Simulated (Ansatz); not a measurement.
# CAM-B3LYP/6-31G(d) (spherical functions) run of CH7FSi2 (SMILES F[SiH2]C[SiH3])

What is the vertical ionisation energy of CH7FSi2 at CAM-B3LYP/6-31G* (spherical functions)? 

The results are computed with Ansatz 0.2.0.

58 further runs of the same task are left out: 1 that didn't finish, 57 set aside as unsound or not needed.

### 1 The molecule

The species is CH7FSi2 (11 atoms), meant as a singlet with charge 0. As SMILES, `F[SiH2]C[SiH3]`. The shape is that of a PBE0-D4/def2-TZVP optimisation. This is one conformer, not always the lowest.

Bond lengths: F1–Si2 1.604 Å, Si2–C3 1.854 Å, C3–Si4 1.877 Å, Si2–H5 1.484 Å, Si2–H6 1.484 Å, C3–H7 1.097 Å, C3–H8 1.095 Å, Si4–H9 1.485 Å, Si4–H10 1.488 Å, Si4–H11 1.487 Å. Some angles: F1–Si2–C3 109.3°, Si2–C3–Si4 115.3°, F1–Si2–H5 107.5°, F1–Si2–H6 107.1°, C3–Si2–H5 110.7°, C3–Si2–H6 112.0°, Si2–C3–H7 107.4°, Si2–C3–H8 109.5°, Si4–C3–H7 108.3°, Si4–C3–H8 109.0°.

### 2 The energy at CAM-B3LYP/6-31G(d) (spherical functions)

input.yaml

```yaml
crystal:
  periodic: [false, false, false]
  atoms:
    - symbol: F
      position_ang: [-1.629100, 1.667400, 0.202000]
    - symbol: Si
      position_ang: [-0.069200, 1.498400, 0.534400]
    - symbol: C
      position_ang: [0.349200, -0.305900, 0.605500]
    - symbol: Si
      position_ang: [-0.157200, -1.306900, -0.899700]
    - symbol: H
      position_ang: [0.694000, 2.172900, -0.545000]
    - symbol: H
      position_ang: [0.175700, 2.177500, 1.831400]
    - symbol: H
      position_ang: [1.437100, -0.385200, 0.722600]
    - symbol: H
      position_ang: [-0.101300, -0.751100, 1.498900]
    - symbol: H
      position_ang: [-1.636400, -1.388400, -0.995700]
    - symbol: H
      position_ang: [0.369900, -0.665700, -2.134100]
    - symbol: H
      position_ang: [0.392600, -2.686000, -0.812200]
basis:
  gaussian: {orbitals: 6-31G_st_-spherical.json}
accuracy: high
output: {orbitals: {seedname: orbitals}}
hamiltonian: {xc: {name: CAM-B3LYP}}
```

The basis set 6-31G* is read from a file made from the Basis Set Exchange's data (not shown).

Started as:

```bash
$ ansatz run input.yaml --threads 1 --pin off --max-ram 3480MiB --events-out events.jsonl --progress --plain --runs-dir runs
```

Log:

```text
Warning: RAYON_NUM_THREADS=1 ignored (pool sized by the plan → 1); use --threads N
Functional definition: CAM-B3LYP
  name "CAM-B3LYP"
  parameter alpha = 0.19
  parameter beta = 0.46
  parameter omega = 0.33/bohr
  parameter ac = 0.81
  exchange = (1 - alpha - beta)*b88_x + beta*b88_x_sr(omega) + alpha*exact_x + beta*exact_x_lr(omega)
  correlation = (1 - ac)*vwn5_c + ac*lyp_c
1847 factors; integrals over basis functions are off by at most 3.6e-9 eV
466 factors; integrals over basis functions are off by at most 2.7e-9 eV
mean field evaluation 1: about -19618.9154 eV, gradient 4.2e1 eV
mean field evaluation 2: about -19618.7313 eV, gradient 4.4e1 eV
mean field evaluation 4: about -19622.3897 eV, gradient 1.8e0 eV
mean field evaluation 8: about -19622.5789 eV, gradient 1.2e-1 eV
mean field evaluation 16: about -19622.5790 eV, gradient 4.8e-6 eV
mean field -19622.57895415 eV, -721.1164759033 hartree, gradient 2.5e-8 eV, S^2 0.000000; 0 other end points of the search recorded, 0 dependent functions left out
reference -19622.57897601 eV, -721.1164767066 hartree; 25, 25 occupied and 53, 53 virtual orbitals, 1847 factors
Total energy: -19622.57897601 eV, -721.1164767066 hartree
```

Wall time 10 s (1 thread of Arm Neoverse V1, shared host); peak memory 0.31 GiB.

### 3 The doublet cation at the same level

input.yaml

```yaml
crystal:
  periodic: [false, false, false]
  atoms:
    - {symbol: F, position_ang: [-1.629100, 1.667400, 0.202000]}
    - {symbol: Si, position_ang: [-0.069200, 1.498400, 0.534400]}
    - {symbol: C, position_ang: [0.349200, -0.305900, 0.605500]}
    - {symbol: Si, position_ang: [-0.157200, -1.306900, -0.899700]}
    - {symbol: H, position_ang: [0.694000, 2.172900, -0.545000]}
    - {symbol: H, position_ang: [0.175700, 2.177500, 1.831400]}
    - {symbol: H, position_ang: [1.437100, -0.385200, 0.722600]}
    - {symbol: H, position_ang: [-0.101300, -0.751100, 1.498900]}
    - {symbol: H, position_ang: [-1.636400, -1.388400, -0.995700]}
    - {symbol: H, position_ang: [0.369900, -0.665700, -2.134100]}
    - {symbol: H, position_ang: [0.392600, -2.686000, -0.812200]}
basis:
  gaussian:
    orbitals: 6-31G_st_-spherical.json
total_charge: 1
magnetization:
  spin_polarized: true
  initial_magnetization: 1
hamiltonian:
  xc: {name: CAM-B3LYP}
accuracy: high
output: {orbitals: {seedname: orbitals}}
```

The basis set 6-31G* is read from a file made from the Basis Set Exchange's data (not shown).

Started as:

```bash
$ ansatz run input.yaml --threads 1 --pin off --max-ram 3480MiB --events-out events.jsonl --progress --plain --runs-dir runs
```

Log, cut to the lines that bear on the results:

```text
Warning: RAYON_NUM_THREADS=1 ignored (pool sized by the plan → 1); use --threads N
Functional definition: CAM-B3LYP
  name "CAM-B3LYP"
[...]
1847 factors; integrals over basis functions are off by at most 3.6e-9 eV
467 factors; integrals over basis functions are off by at most 2.7e-9 eV
[...]
mean field -19611.58612830 eV, -720.7124970047 hartree, gradient 8.8e-8 eV, S^2 0.760266; 6 other end points of the search recorded, 0 dependent functions left out
reference -19611.58614974 eV, -720.7124977922 hartree; 25, 24 occupied and 53, 54 virtual orbitals, 1847 factors
Total energy: -19611.58614974 eV, -720.7124977922 hartree
```

Run time: 35 s. Hardware: 1 thread of Arm Neoverse V1, shared host; peak memory 0.46 GiB.

### 4 Results

Level: CAM-B3LYP/6-31G* (spherical functions).

| quantity | value |
| --- | --- |
| singlet CH7FSi2: total energy | -721.11648 Eh |
| singlet CH7FSi2: HOMO energy | -10.09 eV |
| singlet CH7FSi2: LUMO energy | 1.72 eV |
| singlet CH7FSi2: HOMO–LUMO gap | 11.81 eV |
| doublet cation: total energy | -720.71250 Eh |
| doublet cation: HOMO energy (highest over α and β) | -16.10 eV |
| doublet cation: LUMO energy (lowest over α and β) | -11.88 eV |
| doublet cation: ⟨S²⟩ | 0.760 |
| vertical ionisation energy (to the doublet cation) | 10.993 eV |

What this shows: Removing an electron at fixed nuclei costs 10.99 eV (254 kcal/mol). −ε(HOMO) before ionisation, 10.09 eV, is 0.90 eV below this ionisation energy.
